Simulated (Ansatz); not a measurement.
**C₆H₅N₃: vertical ionisation energy**

One table from this session's results is given with a row withheld; the runs are named, their logs left out.

Computed with Ansatz 0.2.0, Gaussian basis. Level: unrestricted cation, the program's frozen cores in correlated methods.

Levels to be run: UKS PBE-D4/def2-TZVPP; UKS r2SCAN-D4/def2-TZVPP; UKS PBE0-D4/def2-TZVPP; UKS B3LYP-D4/def2-TZVPP; UKS wB97X-V/def2-TZVPP; UKS wB97M-V/def2-TZVPP; UKS B2PLYP/def2-TZVPP; UHF-CCSD(T)/def2-TZVPP; UHF-MP2/def2-QZVPP; extrapolation to the limit; then −ε(HOMO) from the neutral's earlier runs with LDA (SPW92), PBE-D4, revPBE-D4, BLYP-D4, r2SCAN-D4, B97M-V, PBE0-D4, B3LYP-D4, r2SCANh-D4, r2SCAN0-D4, HSE06-D4, BHLYP-D4, CAM-B3LYP-D4, LC-ωPBE, ωB97X-V, ωB97M-V.

## Structure used throughout

The geometry comes from an earlier relaxation with PBE0-D4 in a triple-zeta def2 set; it is a stationary point, not always the lowest conformer.

14 atoms, charge 0, spin multiplicity 1.

Atoms are counted from 1 here; the program's logs count them from 0.

Bond lengths: C1–C2 1.420 Å, C1–C9 1.368 Å, C1–H10 1.084 Å, C2–C3 1.368 Å, C2–H11 1.084 Å, C3–C4 1.406 Å, C3–H12 1.083 Å, C4–N5 1.344 Å, C4–C8 1.418 Å, N5–N6 1.309 Å, N6–N7 1.309 Å, N6–H13 1.008 Å, N7–C8 1.344 Å, C8–C9 1.406 Å, C9–H14 1.083 Å. Angles: C2–C1–C9 122.1°, C2–C1–H10 118.4°, C9–C1–H10 119.5°, C1–C2–C3 122.1°, C1–C2–H11 118.4°, C3–C2–H11 119.5°, C2–C3–C4 116.7°, C2–C3–H12 122.1°, C4–C3–H12 121.1°, C3–C4–N5 130.6°, C3–C4–C8 121.2°, N5–C4–C8 108.2°, C4–N5–N6 102.2°, N5–N6–N7 119.2°, N5–N6–H13 120.4°, N7–N6–H13 120.4°, N6–N7–C8 102.2°, C4–C8–N7 108.2° and more.

Geometry (Å):

```xyz
14

C    -0.1448   -1.8119   -0.4728
C     1.1772   -1.4606   -0.0909
C     1.5095   -0.1906    0.2922
C     0.4750    0.7614    0.2916
N     0.4863    2.0672    0.6115
N    -0.7609    2.4117    0.4155
N    -1.6146    1.5090    0.0046
C    -0.8448    0.4107   -0.0896
C    -1.1650   -0.9013   -0.4803
H    -0.3423   -2.8364   -0.7661
H     1.9407   -2.2298   -0.1067
H     2.5170    0.0783    0.5835
H    -1.0602    3.3604    0.5789
H    -2.1732   -1.1681   -0.7713
```

Set-up of the first run:

in.yaml reads:

```yaml
crystal:
  periodic: [false, false, false]
  atoms:
    - {symbol: C, position_ang: [-0.144754, -1.811904, -0.472790]}
    - {symbol: C, position_ang: [1.177227, -1.460599, -0.090943]}
    - {symbol: C, position_ang: [1.509508, -0.190581, 0.292203]}
    - {symbol: C, position_ang: [0.474981, 0.761403, 0.291578]}
    - {symbol: N, position_ang: [0.486260, 2.067234, 0.611464]}
    - {symbol: N, position_ang: [-0.760898, 2.411721, 0.415463]}
    - {symbol: N, position_ang: [-1.614559, 1.508963, 0.004634]}
    - {symbol: C, position_ang: [-0.844782, 0.410689, -0.089636]}
    - {symbol: C, position_ang: [-1.165005, -0.901306, -0.480336]}
    - {symbol: H, position_ang: [-0.342283, -2.836447, -0.766083]}
    - {symbol: H, position_ang: [1.940677, -2.229769, -0.106664]}
    - {symbol: H, position_ang: [2.517041, 0.078312, 0.583510]}
    - {symbol: H, position_ang: [-1.060205, 3.360360, 0.578913]}
    - {symbol: H, position_ang: [-2.173207, -1.168075, -0.771281]}
basis:
  gaussian: {orbitals: def2-TZVPP}
total_charge: 1
magnetization: {spin_polarized: true, initial_magnetization: 1}
hamiltonian: {xc: pbe, dispersion: d4}
```

On the command line:

```sh
$ ansatz run in.yaml --threads 2 --pin off --events-out ev --progress --plain --max-ram 32768MiB --backend cuda --devices 0, --max-vram 18GiB
```

Steps of the session up to this table: Cation, UKS PBE-D4/def2-TZVPP; Cation, UKS r2SCAN-D4/def2-TZVPP; Cation, UKS PBE0-D4/def2-TZVPP; Cation, UKS B3LYP-D4/def2-TZVPP; Cation, UKS wB97X-V/def2-TZVPP; Cation, UKS wB97M-V/def2-TZVPP; Cation, UKS B2PLYP (frozen core)/def2-TZVPP; Cation, UHF-CCSD(T)/def2-TZVPP; Cation, UHF-MP2/def2-QZVPP.

One table of the session follows, with a row left open; its other results are not shown here.

It belongs to the step «Ionisation energies side by side». For comparison, −ε(HOMO) of the neutral from earlier runs:

| functional | −ε(HOMO) (eV) |
| --- | --- |
| LDA (SPW92) | ? |
| PBE-D4 | 5.87 |
| revPBE-D4 | 5.79 |
| BLYP-D4 | 5.69 |
| r2SCAN-D4 | 6.03 |
| B97M-V | 5.96 |
| PBE0-D4 | 6.81 |
| B3LYP-D4 | 6.61 |
| r2SCANh-D4 | 6.38 |
| r2SCAN0-D4 | 6.92 |
| HSE06-D4 | 6.42 |
| BHLYP-D4 | 7.55 |
| CAM-B3LYP-D4 | 7.97 |
| LC-ωPBE | 9.20 |
| ωB97X-V | 8.86 |
| ωB97M-V | 8.78 |

Q: Estimate the row for LDA (SPW92) from the others.

As computed: −ε(HOMO) (eV): 6.11. In the column «−ε(HOMO) (eV)» it lies between r2SCAN-D4 (6.03) and r2SCANh-D4 (6.38).
